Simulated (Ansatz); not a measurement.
# C2H4AlN: small, medium and large basis sets

Aim: see how fast density functionals converge with the basis set for C2H4AlN.

Program: Ansatz 0.2.0, Gaussian basis. Level of theory: one geometry, several basis sets. These are calculated values, not measurements.

Levels to be run: PBE0-D4/def2-SVP; ωB97M-V/def2-SVP; PBE0-D4/def2-QZVPP; ωB97M-V/def2-QZVPP; the functionals' def2-TZVPP values are taken from earlier runs.

1 further run of the same task is left out (it didn't finish).

### 1 Structure used throughout

All runs share one geometry, relaxed beforehand with PBE0-D4 in a triple-zeta def2 set.

SMILES `N=[C]1[CH2][AlH]1`, 8 atoms, charge 0, spin multiplicity 1.

Atoms are counted from 1 here; the program's logs count them from 0.

Bond lengths: N1–C2 1.260 Å, N1–H5 1.029 Å, C2–C3 1.521 Å, C2–Al4 1.910 Å, C3–Al4 1.940 Å, C3–H6 1.091 Å, C3–H7 1.103 Å, Al4–H8 1.580 Å. Angles: C2–N1–H5 111.1°, N1–C2–C3 133.3°, N1–C2–Al4 150.7°, C3–C2–Al4 67.8°, C2–C3–Al4 65.7°, C2–C3–H6 120.2°, C2–C3–H7 109.2°, Al4–C3–H6 141.4°, Al4–C3–H7 101.0°, H6–C3–H7 110.7°, C2–Al4–C3 46.5°, C2–Al4–H8 163.3°, C3–Al4–H8 150.2°.

Coordinates:

```
N    -1.2791    1.0513   -0.9773
C    -0.4937    0.1639   -0.5492
C     0.7358    0.2031    0.3461
Al   -0.1859   -1.5037    0.3304
H    -0.9189    1.9932   -0.7737
H     0.9212    1.0662    0.9879
H     1.6294   -0.0357   -0.2542
H    -0.3164   -2.9956    0.8342
```

### 2 PBE0-D4 in def2-SVP

File in.yaml:

```yaml
crystal:
  periodic: [false, false, false]
  atoms:
    - {symbol: N, position_ang: [-1.279102, 1.051347, -0.977289]}
    - {symbol: C, position_ang: [-0.493729, 0.163909, -0.549152]}
    - {symbol: C, position_ang: [0.735781, 0.203105, 0.346058]}
    - {symbol: Al, position_ang: [-0.185927, -1.503694, 0.330372]}
    - {symbol: H, position_ang: [-0.918906, 1.993184, -0.773720]}
    - {symbol: H, position_ang: [0.921152, 1.066217, 0.987858]}
    - {symbol: H, position_ang: [1.629375, -0.035650, -0.254157]}
    - {symbol: H, position_ang: [-0.316443, -2.995618, 0.834229]}
basis:
  gaussian: {orbitals: def2-SVP}
hamiltonian: {xc: pbe0, dispersion: d4}
output: {orbitals: {seedname: orbitals}}
```

The run is started by

```bash
$ ansatz run in.yaml --threads 2 --pin off --events-out ev --progress --plain --max-ram 4352MiB
```

The runs that follow: ωB97M-V in def2-SVP; PBE0-D4 in def2-QZVPP; ωB97M-V in def2-QZVPP.

**Question.** What will the summary of the whole plan be? Wanted: PBE0-D4: double and triple zeta above quadruple; ωB97M-V: double and triple zeta above quadruple.

The runs gave:

| quantity | value |
| --- | --- |
| PBE0-D4: double and triple zeta above quadruple | 6.83, 0.41 eV |
| ωB97M-V: double and triple zeta above quadruple | 6.98, 0.39 eV |

What this shows: For PBE0-D4 the step from double to triple zeta gains 6.43 eV and the next only 0.41 eV. These are total energies; as a rule much of such shifts cancels in differences, which this series doesn't test.
